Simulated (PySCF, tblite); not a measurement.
# C₆H₆ClN₂ radical: geometry, infrared bands and EPR parameters

Aim: predict the infrared bands and EPR parameters of C₆H₆ClN₂ radical (`[CH2]C[C@H](Cl)C(C#N)C#N`).

Programs: tblite 0.8.0 and PySCF 2.14.0, with density-fitted response routines of our own. Each step states its level of theory. These are calculated values for one molecule in the gas phase, unless marked as measured. Atoms count from 0, in the outputs and in this text.

### Step 1. The molecule as given

15 atoms, charge 0, multiplicity 2; geometry from: force field or distance geometry start.

Bonds of the start (Å): C0–C1 1.49, C1–C2 1.56, C2–Cl3 1.80, C2–C4 1.53, C4–C5 1.47, C5–N6 1.16, C4–C7 1.47, C7–N8 1.17, C0–H9 1.10, C0–H10 1.08, C1–H11 1.09, C1–H12 1.09, C2–H13 1.09, C4–H14 1.09.

### Step 2. Optimising the geometry with GFN2-xTB

What the job is given:

```
{"job": {"kind": "relax", "xc": "GFN2-xTB", "basis": "xTB"}, "charge": 0, "multiplicity": 2}
C     -2.278300    -0.776400     0.035300
C     -1.047400    -0.012300    -0.317000
C      0.138200    -0.277500     0.668600
Cl    -0.277700     0.373900     2.296400
C      1.480100     0.299500     0.210100
C      1.394700     1.731300    -0.123800
N      1.330100     2.864600    -0.382100
C      1.995700    -0.476600    -0.929900
N      2.379800    -1.131700    -1.815700
H     -3.260900    -0.350000    -0.198300
H     -2.249000    -1.810400     0.355800
H     -0.761200    -0.311100    -1.322800
H     -1.293400     1.052600    -0.328000
H      0.241800    -1.357400     0.807900
H      2.202900     0.189600     1.021600
```

Started as:

```bash
> OMP_NUM_THREADS=1 python probes_run.py task.json out
```

One launch serves the whole session: the jobs run in the order shown.

**Question.** This job is followed by: GFN2-xTB harmonic vibrations, gas phase; UKS B3LYP, pcH-1 on C Cl H N, non-relativistic, mean-field spin-orbit, GIAO. Predict these results of the whole session: strongest single infrared mode (GFN2-xTB); zero-point energy (GFN2-xTB); g(iso) (B3LYP); ⟨S²⟩; largest a(iso) (averaged by class); surface potential, 1st and 99th percentile.

As calculated:

```
                                 quantity                  value
strongest single infrared mode (GFN2-xTB)  2401 cm⁻¹, 243 km/mol
             zero-point energy (GFN2-xTB)          64.2 kcal/mol
                           g(iso) (B3LYP)                2.00302
                                     ⟨S²⟩     0.754 (exact 0.75)
       largest a(iso) (averaged by class)   1H on H11, 139.3 MHz
    surface potential, 1st and 99th percentile     -1.38 V and 1.98 V
```

Over 63 steps the energy fell by 0.176 eV; of the close pairs, C1–C2 changed most, 1.564 to 1.532 Å. All 39 modes are real, so the xTB geometry is a minimum. The strongest single mode, at 2401 cm⁻¹, is carried by C7, N8, C5, N6. GFN2-xTB is a fitted tight-binding method: band positions and strengths are rough. Its intensities can rank the bands wrongly. C0 carries the largest spin population, 1.08 e. The isotropic g lies 0.7 ppt above the free-electron value.
